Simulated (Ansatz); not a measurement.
# CH3Cl3Ge: one species, many methods

An exercise on one series of results from a longer session: the logs are not shown, and one member is left open.

Method: functionals in def2-TZVPP, the program's frozen cores in correlated methods; program: Ansatz 0.2.0, Gaussian basis.

Levels to be run: LDA (SPW92), PBE-D4, revPBE-D4, BLYP-D4, r2SCAN-D4, B97M-V, PBE0-D4, B3LYP-D4, r2SCANh-D4, r2SCAN0-D4, HSE06-D4, BHLYP-D4, CAM-B3LYP-D4, LC-ωPBE, ωB97X-V, ωB97M-V, B2PLYP, PBE-QIDH; CCSD(T)/def2-SVP; CCSD(T)/def2-TZVPP; MP2/def2-QZVPP; extrapolation to the limit; RPA on PBE.

## The relaxed structure

The geometry comes from an earlier relaxation with PBE0-D4 in a triple-zeta def2 set; it is a stationary point, not always the lowest conformer.

SMILES `[CH3][Ge]([Cl])([Cl])[Cl]`, 8 atoms, charge 0, spin multiplicity 1.

Atoms are counted from 1 here; the program's logs count them from 0.

Bond lengths: C1–Ge2 1.926 Å, C1–H6 1.090 Å, C1–H7 1.090 Å, C1–H8 1.090 Å, Ge2–Cl3 2.135 Å, Ge2–Cl4 2.135 Å, Ge2–Cl5 2.135 Å. Angles: Ge2–C1–H6 109.0°, Ge2–C1–H7 108.9°, Ge2–C1–H8 109.0°, H6–C1–H7 110.0°, H6–C1–H8 110.0°, H7–C1–H8 110.0°, C1–Ge2–Cl3 111.4°, C1–Ge2–Cl4 111.3°, C1–Ge2–Cl5 111.3°, Cl3–Ge2–Cl4 107.5°, Cl3–Ge2–Cl5 107.5°, Cl4–Ge2–Cl5 107.5°.

The first run:

The input, in.yaml:

```yaml
crystal:
  periodic: [false, false, false]
  atoms:
    - {symbol: C, position_ang: [-0.721670, -0.204536, 0.818488]}
    - {symbol: Ge, position_ang: [0.537254, 0.134136, -0.598816]}
    - {symbol: Cl, position_ang: [2.175548, -1.233704, -0.527280]}
    - {symbol: Cl, position_ang: [-0.380802, -0.061273, -2.516948]}
    - {symbol: Cl, position_ang: [1.341063, 2.108260, -0.468186]}
    - {symbol: H, position_ang: [-1.109015, -1.217626, 0.713603]}
    - {symbol: H, position_ang: [-1.536809, 0.515098, 0.746901]}
    - {symbol: H, position_ang: [-0.213469, -0.097354, 1.776437]}
basis:
  gaussian: {orbitals: def2-TZVPP}
hamiltonian: {xc: lda}
output: {orbitals: {seedname: orbitals}}
```

Among the steps run: LDA; PBE-D4 (GGA); revPBE-D4 (GGA); BLYP-D4 (GGA); r2SCAN-D4 (meta-GGA); B97M-V (meta-GGA); PBE0-D4 (hybrid); B3LYP-D4 (hybrid); r2SCANh-D4 (hybrid); r2SCAN0-D4 (hybrid); HSE06-D4 (hybrid); BHLYP-D4 (hybrid); CAM-B3LYP-D4 (range-separated); LC-ωPBE-D4 (range-separated; the results give it without D4); ωB97X-V (range-separated); ωB97M-V (range-separated); B2PLYP (double hybrid); PBE-QIDH (double hybrid).

One table of the session follows, with a row left open; its other results are not shown here.

It belongs to the step «Orbital energies across the functionals». 

| functional | HOMO (eV) | gap (eV) |
| --- | --- | --- |
| LDA (SPW92) | -7.85 | 5.46 |
| PBE-D4 | -7.72 | 5.62 |
| revPBE-D4 | -7.67 | 5.68 |
| BLYP-D4 | -7.53 | 5.50 |
| r2SCAN-D4 | -8.11 | 6.27 |
| B97M-V | -8.20 | 6.47 |
| PBE0-D4 | -9.17 | 8.07 |
| B3LYP-D4 | -8.86 | 7.45 |
| r2SCANh-D4 | -8.63 | 7.15 |
| r2SCAN0-D4 | -9.42 | 8.48 |
| HSE06-D4 | -8.76 | 7.29 |
| BHLYP-D4 | ? | ? |
| CAM-B3LYP-D4 | -10.53 | 10.48 |
| LC-ωPBE | -11.95 | 13.17 |
| ωB97X-V | -11.59 | 12.71 |
| ωB97M-V | -11.41 | 12.38 |

**Question.** Estimate the row for BHLYP-D4.

Worked estimate for «HOMO (eV)». Against the share of exact exchange, BLYP-D4 (0, -7.53), B3LYP-D4 (0.2, -8.86) give a slope of -6.65 per unit share; at 0.5 the line stands at -10.85.

As computed: HOMO (eV): -10.42; gap (eV): 10.40. In «HOMO (eV)» the line misses by -0.43.
